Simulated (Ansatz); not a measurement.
# C2H7BO2: a ladder of functionals and wavefunction methods

Aim: compute C2H7BO2 with functionals from several rungs and with coupled cluster, and see how far each lands from CCSD(T) at the basis-set limit for the atomisation energy.

Computed with Ansatz 0.2.0, Gaussian basis. Level: functionals in def2-TZVPP, the program's frozen cores in correlated methods.

Plan: LDA (SPW92), PBE-D4, revPBE-D4, BLYP-D4, r2SCAN-D4, B97M-V, PBE0-D4, B3LYP-D4, r2SCANh-D4, r2SCAN0-D4, HSE06-D4, BHLYP-D4, CAM-B3LYP-D4, LC-ωPBE, ωB97X-V, ωB97M-V, B2PLYP, PBE-QIDH; CCSD(T)/def2-SVP; CCSD(T)/def2-TZVPP; MP2/def2-QZVPP; extrapolation to the limit; RPA on PBE.

**1. Structure used throughout**

The geometry comes from an earlier relaxation with PBE0-D4 in a triple-zeta def2 set; it is a stationary point, not always the lowest conformer.

SMILES `CBOCO`, 12 atoms, charge 0, spin multiplicity 1.

Atoms are counted from 1 here; the program's logs count them from 0.

Bond lengths: C1–B2 1.558 Å, C1–H6 1.096 Å, C1–H7 1.091 Å, C1–H8 1.095 Å, B2–O3 1.354 Å, B2–H9 1.206 Å, O3–C4 1.410 Å, C4–O5 1.385 Å, C4–H10 1.093 Å, C4–H11 1.096 Å, O5–H12 0.962 Å. Angles: B2–C1–H6 109.7°, B2–C1–H7 113.6°, B2–C1–H8 110.4°, H6–C1–H7 108.6°, H6–C1–H8 105.3°, H7–C1–H8 108.9°, C1–B2–O3 119.7°, C1–B2–H9 122.2°, O3–B2–H9 118.1°, B2–O3–C4 121.3°, O3–C4–O5 111.2°, O3–C4–H10 110.4°, O3–C4–H11 106.4°, O5–C4–H10 106.6°, O5–C4–H11 111.9°, H10–C4–H11 110.4°, C4–O5–H12 108.6°.

**2. LDA**

This LDA is Slater exchange with PW92 correlation.

Input file in.yaml:

```yaml
crystal:
  periodic: [false, false, false]
  atoms:
    - {symbol: C, position_ang: [-1.827057, 0.854769, -0.636171]}
    - {symbol: B, position_ang: [-0.556308, -0.043249, -0.553790]}
    - {symbol: O, position_ang: [0.140458, -0.115781, 0.605390]}
    - {symbol: C, position_ang: [1.335958, -0.858352, 0.696675]}
    - {symbol: O, position_ang: [2.446305, -0.036184, 0.597996]}
    - {symbol: H, position_ang: [-1.693154, 1.613035, -1.416380]}
    - {symbol: H, position_ang: [-2.067023, 1.358377, 0.301863]}
    - {symbol: H, position_ang: [-2.693291, 0.263631, -0.952636]}
    - {symbol: H, position_ang: [-0.167293, -0.693253, -1.492175]}
    - {symbol: H, position_ang: [1.403964, -1.573431, -0.126762]}
    - {symbol: H, position_ang: [1.300285, -1.384601, 1.657090]}
    - {symbol: H, position_ang: [2.454055, 0.559742, 1.352901]}
basis:
  gaussian: {orbitals: def2-TZVPP}
hamiltonian: {xc: lda}
output: {orbitals: {seedname: orbitals}}
```

Further steps of the session: PBE-D4 (GGA); revPBE-D4 (GGA); BLYP-D4 (GGA); r2SCAN-D4 (meta-GGA); B97M-V (meta-GGA); PBE0-D4 (hybrid); B3LYP-D4 (hybrid); r2SCANh-D4 (hybrid); r2SCAN0-D4 (hybrid); HSE06-D4 (hybrid); BHLYP-D4 (hybrid); CAM-B3LYP-D4 (range-separated); LC-ωPBE (range-separated); ωB97X-V (range-separated); ωB97M-V (range-separated); B2PLYP (double hybrid); PBE-QIDH (double hybrid); CCSD(T) in def2-SVP; CCSD(T) in def2-TZVPP; MP2 in def2-QZVPP; RPA on PBE orbitals.

Q: Predict the results of all the runs planned. Wanted: atomisation energy, CCSD(T)/CBS; farthest beyond LDA; mean size of error, GGA; mean size of error, meta-GGA; mean size of error, hybrid; mean size of error, range-separated; mean size of error, double hybrid; gap, smallest and largest; T1 diagnostic.

As calculated:

```
                               quantity                                                                                                                value
        atomisation energy, CCSD(T)/CBS                                                                                                            48.996 eV
    functionals within 0.245 eV (0.5 %)  revPBE-D4, BLYP-D4, r2SCAN-D4, B97M-V, PBE0-D4, B3LYP-D4, r2SCANh-D4, HSE06-D4, LC-ωPBE, ωB97X-V, ωB97M-V, PBE-QIDH
                    farthest beyond LDA                                                                                                 BHLYP-D4 (-1.414 eV)
                mean size of error, GGA                                                                                                             0.456 eV
           mean size of error, meta-GGA                                                                                                             0.167 eV
             mean size of error, hybrid                                                                                                             0.410 eV
    mean size of error, range-separated                                                                                                             0.189 eV
      mean size of error, double hybrid                                                                                                             0.291 eV
              gap, smallest and largest                                                                            5.92 eV (LDA (SPW92)), 13.71 eV (LC-ωPBE)
                          T1 diagnostic                                                                                                               0.0124
triples share of the correlation energy                                                                                                                3.6 %
```

The LDA atomisation energy is off by 7.381 eV (15 %): it overbinds. PBE-D4 is off by +1.102 eV. Double hybrids carry the basis error of their MP2 part in triple zeta, and no dispersion term here, so their miss is partly the set-up's. The rungs meta-GGA, range-separated miss on average by less than the doubt on the reference (0.245 eV), so they tie. The reference freezes the cores and leaves out relativity and excitations past (T), so misses under about 0.245 eV can't be ranked. Hartree-Fock recovers 74 % of the binding; the rest is correlation. CCSD(T) in def2-SVP is off by -2.181 eV, so the small basis spoils what the method gains. Orbital gaps span 5.9 to 13.7 eV; exact exchange widens them.
